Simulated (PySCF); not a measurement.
# GeH2Cl2O (SMILES [OH][GeH]([Cl])[Cl]): MP2/ANO-RCC-VDZP (sfX2C)

Aim: the vertical singlet–triplet gap of GeH2Cl2O at MP2/ANO-RCC-VDZP (sfX2C), from 2 runs. 

The calculation is run with PySCF 2.14.0.

## Step 1: The structure to begin with

GeH2Cl2O has 6 atoms, charge 0, and is taken as a singlet. As SMILES, `[OH][GeH]([Cl])[Cl]`. The shape is that of a PBE0-D4/def2-TZVP optimisation. This is one conformer, not always the lowest.

Bond lengths: O1–Ge2 1.752 Å, Ge2–Cl3 2.137 Å, Ge2–Cl4 2.137 Å, O1–H5 0.961 Å, Ge2–H6 1.521 Å. Angles: O1–Ge2–Cl3 109.7°, O1–Ge2–Cl4 109.7°, Cl3–Ge2–Cl4 106.8°, O1–Ge2–H6 108.2°, Cl3–Ge2–H6 111.2°, Cl4–Ge2–H6 111.3°, Ge2–O1–H5 113.6°.

## Step 2: A single-point energy at MP2/ANO-RCC-VDZP (sfX2C)

run.py reads:

```python
# [OH][GeH]([Cl])[Cl]
from pyscf import gto, mp

mol = gto.M(
    atom='''
O     -0.304246     2.439636    -1.160670
Ge    -0.123588    -0.281191     0.716017
Cl     3.682131    -1.630078     0.796898
Cl    -2.366693    -3.213668    -0.921053
H      0.238861     2.176964    -2.874273
H     -1.046908     0.387205     3.355587
''',
    basis='ano-rcc-vdzp',
    spin=0,
    unit='bohr',
    max_memory=1860,
    verbose=4,
)

mf = mol.RHF()
mf = mf.sfx2c1e()
mf.conv_tol = 1e-10
mf.kernel()
if not mf.converged:
    mf = mf.newton().run(mf.mo_coeff, mf.mo_occ)

pt = mp.MP2(mf, frozen=20).run()
energy = pt.e_tot
print('Final energy', energy)
```

On the command line:

```bash
$ OMP_NUM_THREADS=1 python run.py
```

Log:

```text
PySCF version 2.14.0

[INPUT] num. atoms = 6
[INPUT] num. electrons = 76
[INPUT] charge = 0
[INPUT] spin (= nelec alpha-beta = 2S) = 0
[INPUT] symmetry False subgroup None
[INPUT] Mole.unit = bohr
[INPUT] Symbol           X                Y                Z      unit          X                Y                Z       unit  Magmom
[INPUT]  1 O     -0.161000049714   1.290999774140  -0.614200113399 AA   -0.304246000000   2.439636000000  -1.160670000000 Bohr   0.0
[INPUT]  2 Ge    -0.065399953143  -0.148799869116   0.378899879031 AA   -0.123588000000  -0.281191000000   0.716017000000 Bohr   0.0
[INPUT]  3 Cl     1.948499812822  -0.862600129622   0.421700261028 AA    3.682131000000  -1.630078000000   0.796898000000 Bohr   0.0
[INPUT]  4 Cl    -1.252400000844  -1.700599869063  -0.487400257649 AA   -2.366693000000  -3.213668000000  -0.921053000000 Bohr   0.0
[INPUT]  5 H      0.126399797778   1.151999737793  -1.520999769563 AA    0.238861000000   2.176964000000  -2.874273000000 Bohr   0.0
[INPUT]  6 H     -0.553999855530   0.204900061954   1.775700169659 AA   -1.046908000000   0.387205000000   3.355587000000 Bohr   0.0

nuclear repulsion = 472.386057559397
number of shells = 16
number of NR pGTOs = 383
number of NR cGTOs = 87
basis = ano-rcc-vdzp
ecp = {}

******** <class 'pyscf.x2c.sfx2c1e.sfX2C1eRHF'> ********
method = sfX2C1eRHF
initial guess = minao
damping factor = 0
level_shift factor = 0
DIIS = <class 'pyscf.scf.diis.CDIIS'>
diis_start_cycle = 1
diis_space = 8
diis_damp = 0
SCF conv_tol = 1e-10
SCF conv_tol_grad = None
SCF max_cycles = 50
direct_scf = True
direct_scf_tol = 1e-13

******** <class 'pyscf.x2c.sfx2c1e.SpinFreeX2CHelper'> ********
approx = 1e
xuncontract = 1
Set gradient conv threshold to 1e-05
Initial guess from minao.
init E= -3095.45144059343
  HOMO = -0.397296272608388  LUMO = 0.0147649083098926  gap/eV = 11.21276
cycle= 1 E= -3095.05827900167  delta_E= 0.393  |g|= 0.624  |ddm|= 3.03
  HOMO = -0.455753955155026  LUMO = 0.0422448121813224  gap/eV = 13.55124
cycle= 2 E= -3095.122509747  delta_E= -0.0642  |g|= 0.429  |ddm|= 0.84
  HOMO = -0.466481208084731  LUMO = 0.0725533898349648  gap/eV = 14.66788
cycle= 3 E= -3095.15300910278  delta_E= -0.0305  |g|= 0.0556  |ddm|= 0.294
  HOMO = -0.470816940443036  LUMO = 0.0816210346873758  gap/eV = 15.03260
cycle= 4 E= -3095.15379759348  delta_E= -0.000788  |g|= 0.0161  |ddm|= 0.0731
  HOMO = -0.469753672375961  LUMO = 0.0828691489786522  gap/eV = 15.03763
cycle= 5 E= -3095.15394154656  delta_E= -0.000144  |g|= 0.004  |ddm|= 0.0356
  HOMO = -0.470003429608971  LUMO = 0.0832581603977367  gap/eV = 15.05501
cycle= 6 E= -3095.1539542494  delta_E= -1.27e-05  |g|= 0.00149  |ddm|= 0.0131
  HOMO = -0.470055519922376  LUMO = 0.0831875820750905  gap/eV = 15.05451
cycle= 7 E= -3095.15395539917  delta_E= -1.15e-06  |g|= 0.000659  |ddm|= 0.00351
  HOMO = -0.470092018657034  LUMO = 0.0832317110397254  gap/eV = 15.05671
cycle= 8 E= -3095.15395555308  delta_E= -1.54e-07  |g|= 0.000105  |ddm|= 0.00126
  HOMO = -0.470085558500365  LUMO = 0.0832443588181384  gap/eV = 15.05687
cycle= 9 E= -3095.15395556134  delta_E= -8.25e-09  |g|= 2.15e-05  |ddm|= 0.000322
  HOMO = -0.470091540115988  LUMO = 0.0832403308383807  gap/eV = 15.05693
cycle= 10 E= -3095.15395556169  delta_E= -3.53e-10  |g|= 7.51e-06  |ddm|= 6.36e-05
  HOMO = -0.470090105172163  LUMO = 0.0832408453080129  gap/eV = 15.05690
cycle= 11 E= -3095.15395556174  delta_E= -5e-11  |g|= 2.55e-06  |ddm|= 2.41e-05
  HOMO = -0.470090577043306  LUMO = 0.0832406048244061  gap/eV = 15.05691
Extra cycle  E= -3095.15395556175  delta_E= -9.09e-12  |g|= 1.2e-06  |ddm|= 6.3e-06
converged SCF energy = -3095.15395556175

******** <class 'pyscf.mp.mp2.RMP2'> ********
nocc = 18, nmo = 67
frozen orbitals 20
E(RMP2) = -3095.90303186059  E_corr = -0.749076298842762
E(SCS-RMP2) = -3095.8584076964  E_corr = -0.704452134647691
E_corr(same-spin) = -0.224353181496489
E_corr(oppo-spin) = -0.524723117346273
Final energy -3095.903031860591
```

Run time: 20 s. Hardware: 1 thread of Arm Neoverse V1, shared host; peak memory 0.24 GiB.

## Step 3: The triplet at the same level

job.py reads:

```python
from pyscf import gto, mp

mol = gto.Mole()
mol.atom = '''
O     -0.304246     2.439636    -1.160670
Ge    -0.123588    -0.281191     0.716017
Cl     3.682131    -1.630078     0.796898
Cl    -2.366693    -3.213668    -0.921053
H      0.238861     2.176964    -2.874273
H     -1.046908     0.387205     3.355587
'''
mol.unit = 'bohr'
mol.charge = 0
mol.spin = 2
mol.verbose = 3
mol.basis = 'ano-rcc-vdzp'
mol.max_memory = 1860
mol.build()

mf = mol.UHF()
mf = mf.x2c()
mf.conv_tol = 1e-10
mf.kernel()
if not mf.converged:
    mf = mf.newton().run(mf.mo_coeff, mf.mo_occ)

pt = mp.MP2(mf, frozen=20).run()
etot = pt.e_tot
print('E = %.10f Eh' % etot)
```

On the command line:

```bash
$ OMP_NUM_THREADS=1 python job.py
```

Log:

```text
WARN: HOMO 0.0147649083098926 >= LUMO -0.397296272608388

WARN: HOMO -0.193533437423404 >= LUMO -0.269339728435551

WARN: HOMO -0.182076379536356 >= LUMO -0.228954613358754

WARN: HOMO -0.183561909351663 >= LUMO -0.2051014627578

WARN: HOMO -0.192663865187546 >= LUMO -0.195137882558385

SCF not converged.
SCF energy = -3094.8692742744 after 50 cycles  <S^2> = 2.0553321  2S+1 = 3.036664
converged SCF energy = -3094.86927427225  <S^2> = 2.0553329  2S+1 = 3.0366645
E(UMP2) = -3095.63644801076  E_corr = -0.767173738519182
E(SCS-UMP2) = -3095.58652090532  E_corr = -0.717246633069961
E = -3095.6364480108 Eh
```

Wall time 26 s (1 thread of Arm Neoverse V1, shared host); peak memory 0.25 GiB.

## Step 4: Outcome

At MP2/ANO-RCC-VDZP (sfX2C), 20 core orbitals frozen:

| quantity | value |
| --- | --- |
| singlet: total energy | -3095.90303 Eh |
| singlet: dipole moment (Hartree–Fock density) | 0.63 D |
| singlet: HOMO energy (Hartree–Fock orbitals) | -12.79 eV |
| singlet: LUMO energy (Hartree–Fock orbitals) | 2.27 eV |
| singlet: HOMO–LUMO gap (Hartree–Fock orbitals) | 15.06 eV |
| singlet: correlation energy (20 core orbitals frozen) | -749.1 mEh |
| triplet: total energy | -3095.63645 Eh |
| triplet: dipole moment (Hartree–Fock density) | 0.37 D |
| triplet: HOMO energy (Hartree–Fock orbitals) (highest over α and β) | -5.28 eV |
| triplet: LUMO energy (Hartree–Fock orbitals) (lowest over α and β) | -5.19 eV |
| triplet: correlation energy (20 core orbitals frozen) | -767.2 mEh |
| triplet: ⟨S²⟩ of the reference determinant | 2.055 |
| vertical energy of the triplet above the singlet | 7.254 eV |

What this shows: At this shape the triplet lies 7.25 eV (700 kJ/mol) above the singlet. Mulliken charges (singlet) of the mean-field density run from -0.66 on O1 to +1.57 on Ge2. Mulliken charges (triplet) of the mean-field density run from -0.69 on O1 to +1.20 on Ge2; they depend strongly on the basis.
